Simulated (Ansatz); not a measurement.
**CH7BFGeN: one species, many methods**

One table from this session's results is given with a row withheld; the runs are named, their logs left out.

The runs use Ansatz 0.2.0, Gaussian basis; functionals in def2-TZVPP, the program's frozen cores in correlated methods.

Plan: PBE-D4, r2SCAN-D4, PBE0-D4, B3LYP-D4, ωB97X-V, ωB97M-V, B2PLYP; CCSD(T)/def2-TZVPP; MP2/def2-QZVPP; extrapolation to the limit.

## Structure used throughout

An earlier PBE0-D4 in a triple-zeta def2 set relaxation fixed the geometry.

SMILES `NB(F)[CH2][GeH3]`, 12 atoms, charge 0, spin multiplicity 1.

Atoms are counted from 1 here; the program's logs count them from 0.

Bond lengths: N1–B2 1.398 Å, N1–H6 1.003 Å, N1–H7 1.005 Å, B2–F3 1.347 Å, B2–C4 1.561 Å, C4–Ge5 1.965 Å, C4–H8 1.092 Å, C4–H9 1.093 Å, Ge5–H10 1.540 Å, Ge5–H11 1.540 Å, Ge5–H12 1.537 Å. Angles: B2–N1–H6 123.2°, B2–N1–H7 122.2°, H6–N1–H7 114.5°, N1–B2–F3 117.0°, N1–B2–C4 124.3°, F3–B2–C4 118.7°, B2–C4–Ge5 111.3°, B2–C4–H8 112.9°, B2–C4–H9 110.7°, Ge5–C4–H8 106.9°, Ge5–C4–H9 106.5°, H8–C4–H9 108.3°, C4–Ge5–H10 110.1°, C4–Ge5–H11 109.7°, C4–Ge5–H12 110.6°, H10–Ge5–H11 108.6°, H10–Ge5–H12 109.0°, H11–Ge5–H12 108.8°.

Set-up of the first run:

Contents of in.yaml:

```yaml
crystal:
  periodic: [false, false, false]
  atoms:
    - {symbol: N, position_ang: [-1.747213, 1.085609, 0.392190]}
    - {symbol: B, position_ang: [-0.411675, 1.095604, -0.019577]}
    - {symbol: F, position_ang: [0.342965, 2.138544, 0.378406]}
    - {symbol: C, position_ang: [0.255760, -0.033154, -0.865716]}
    - {symbol: Ge, position_ang: [1.218577, -1.309432, 0.277530]}
    - {symbol: H, position_ang: [-2.391570, 0.355540, 0.150751]}
    - {symbol: H, position_ang: [-2.136405, 1.812753, 0.967255]}
    - {symbol: H, position_ang: [-0.465813, -0.611124, -1.447633]}
    - {symbol: H, position_ang: [0.994355, 0.385874, -1.553739]}
    - {symbol: H, position_ang: [1.951004, -2.348800, -0.590773]}
    - {symbol: H, position_ang: [0.220004, -2.047135, 1.188696]}
    - {symbol: H, position_ang: [2.247012, -0.579379, 1.156509]}
basis:
  gaussian: {orbitals: def2-TZVPP}
hamiltonian: {xc: pbe, dispersion: d4}
output: {forces: true, orbitals: {seedname: orbitals}}
```

Started as:

```bash
ansatz run in.yaml --threads 4 --pin off --events-out ev --progress --plain --max-ram 10444MiB
```

Among the steps run: PBE-D4 (GGA); r2SCAN-D4 (meta-GGA); PBE0-D4 (hybrid); B3LYP-D4 (hybrid); ωB97X-V (range-separated); ωB97M-V (range-separated); B2PLYP (double hybrid); CCSD(T) in def2-TZVPP; MP2 in def2-QZVPP.

One table of the session follows, with a row left open; its other results are not shown here.

| method | atomisation energy (kJ/mol) |
| --- | --- |
| PBE-D4 | 4444.9 |
| r2SCAN-D4 | ? |
| PBE0-D4 | 4382.5 |
| B3LYP-D4 | 4388.1 |
| ωB97X-V | 4402.4 |
| ωB97M-V | 4393.9 |
| B2PLYP | 4346.7 |
| HF/def2-TZVPP | 3255.7 |
| MP2/def2-TZVPP | 4342.7 |
| CCSD/def2-TZVPP | 4234.7 |
| CCSD(T)/def2-TZVPP | 4289.9 |
| MP2/CBS | 4438.9 |
| CCSD(T)/CBS | 4386.2 |

Q: Estimate the row for r2SCAN-D4 from the others.

**Answer.** atomisation energy (kJ/mol): 4396.8. In the column «atomisation energy (kJ/mol)» it lies between ωB97M-V (4393.9) and ωB97X-V (4402.4).

To keep in mind: Free atoms (1 N, 1 B, 1 F, 1 C, 1 Ge, 7 H) were run apart at each level; the atomisation energy is their sum less the molecule, without zero-point or spin-orbit terms.
